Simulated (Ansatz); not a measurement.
# H6W: the cost of one run

All numbers below are computed with Ansatz 0.2.0 (RKS LDA/def2-mTZVP).

## 1. Starting point

Bond lengths: W1–H2 1.920 Å, W1–H3 1.920 Å, W1–H4 1.720 Å, W1–H5 1.720 Å, W1–H6 1.720 Å, W1–H7 1.720 Å. Angles (14 of 15 angles, heavy atoms first): H2–W1–H3 30.5°, H2–W1–H4 90.0°, H2–W1–H5 119.8°, H2–W1–H6 90.0°, H2–W1–H7 150.2°, H3–W1–H4 90.0°, H3–W1–H5 150.2°, H3–W1–H6 90.0°, H3–W1–H7 119.8°, H4–W1–H5 90.0°, H4–W1–H6 180.0°, H4–W1–H7 90.0°, H5–W1–H6 90.0°, H5–W1–H7 90.0°.

Coordinates:

```xyz
7

W     0.0000    0.0000    0.0000
H     0.9528    0.0000    1.6669
H     1.6669    0.0000    0.9528
H     0.0000    1.7200    0.0000
H    -1.7200    0.0000    0.0000
H     0.0000   -1.7200    0.0000
H     0.0000    0.0000   -1.7200
```

## 2. Pulling towards end A

Springs on the bonds that form and break draw the guess towards this end; the thresholds are loose.

Contents of input.yaml:

```yaml
crystal:
  periodic: [false, false, false]
  atoms:
    - { symbol: W, position_ang: [0.0, 0.0, 0.0] }
    - { symbol: H, position_ang: [0.9528, 0.0, 1.6669] }
    - { symbol: H, position_ang: [1.6669, 0.0, 0.9528] }
    - { symbol: H, position_ang: [0.0, 1.72, 0.0] }
    - { symbol: H, position_ang: [-1.72, 0.0, 0.0] }
    - { symbol: H, position_ang: [0.0, -1.72, 0.0] }
    - { symbol: H, position_ang: [0.0, 0.0, -1.72] }
basis:
  gaussian: { orbitals: def2-mTZVP }
hamiltonian:
  xc: lda
relax:
  f_tol: 0.15
  max_steps: 25
  restrain:
    - { distance: [1, 2], at: 1.86, k: 30.0 }
    - { distance: [0, 1], at: 1.72, k: 30.0 }
    - { distance: [0, 2], at: 1.72, k: 30.0 }
```

Command:

```bash
$ ansatz run input.yaml --threads 1 --pin off --max-ram 2048MiB --backend cpu --events-out ev --progress --plain --runs-dir out
```

Q: Estimate wall time and peak memory on 1 thread of Intel Xeon Platinum 8488C (Sapphire Rapids), shared host.

About 13 s, with a peak of 0.13 GiB.
